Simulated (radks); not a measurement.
**Sn⁴⁻ held by a Watson sphere**

One table from this session's results is given with a row withheld; the runs are named, their logs left out.

The numbers are computed with radks (a radial shooting solver on a logarithmic mesh, Libxc functionals) version 1 (scalar-relativistic Kohn-Sham, LDA (Slater exchange, Perdew-Wang correlation), spin-polarised, spherical densities, point nucleus), except any that are marked as measured or tabulated.

## Starting point

* element: tin (Z = 50)
* charge: -4
* electrons: 54
* configuration: [Xe]

Outer shells as boxes (Hund's rule):

Sn⁴⁻
```
[Kr] core
4d [↑↓][↑↓][↑↓][↑↓][↑↓]
5s [↑↓]
5p [↑↓][↑↓][↑↓]
```

The first run:

Input:

```text
Z 50
configuration [Xe]
relativity scalar-relativistic
functional lda,pw
spin polarised
nucleus point
c 137.035999084
watson charge 4 radius 2.56 bohr
response adiabatic LDA kernel
```

Among the steps run: R = 2.56 bohr; R = 3.34 bohr; R = 3.54 bohr; R = 3.6 bohr; R = 3.84 bohr; R = 4.16 bohr; R = 4.26 bohr; R = 4.96 bohr; R = 5.69 bohr.

One table of the session follows, with a row left open; its other results are not shown here.

```
R (bohr)  highest level (eV)  its <r> (bohr)  sum of <r²> (bohr²)  α (bohr³)
    2.56              -7.020           2.886                93.79      54.63
    3.34              -5.749           3.299                113.5      93.56
    3.54              -5.446           3.408                119.0      107.7
     3.6                   ?               ?                    ?          ?
    3.84              -5.021           3.574                127.7      132.9
    4.16              -4.612           3.753                137.5      165.7
    4.26              -4.494           3.810                140.7      177.4
    4.96              -3.783           4.211                164.4      281.1
    5.69              -3.234           4.635                192.2      436.7
```

**Question.** Estimate the row for R (bohr) = 3.6.

Worked estimate for «highest level (eV)». A straight line through the neighbours (3.54, -5.446) and (3.84, -5.021) gives -5.446 + (-5.021 + 5.446) × (3.6 − 3.54) / (3.84 − 3.54) = -5.361; a parabola fitted to 4 rows on both sides gives -5.357.

**Answer.** highest level (eV): -5.358; its <r> (bohr): 3.441; sum of <r²> (bohr²): 120.7; α (bohr³): 112.3. In «highest level (eV)» the line misses by -0.003 and the parabola by +0.001.

In words: From R = 2.56 to 5.69 bohr the top level moves from -7.020 to -3.234 eV and its mean radius from 2.89 to 4.63 bohr. A wider sphere makes a shallower well, so the ion swells. The polarisability goes from 54.6 to 437 bohr³. Response by self-consistent Sternheimer equations with the Hartree and adiabatic LDA kernel, the relativistic mass of each level held fixed and spin-orbit coupling left out. The sphere does not respond.
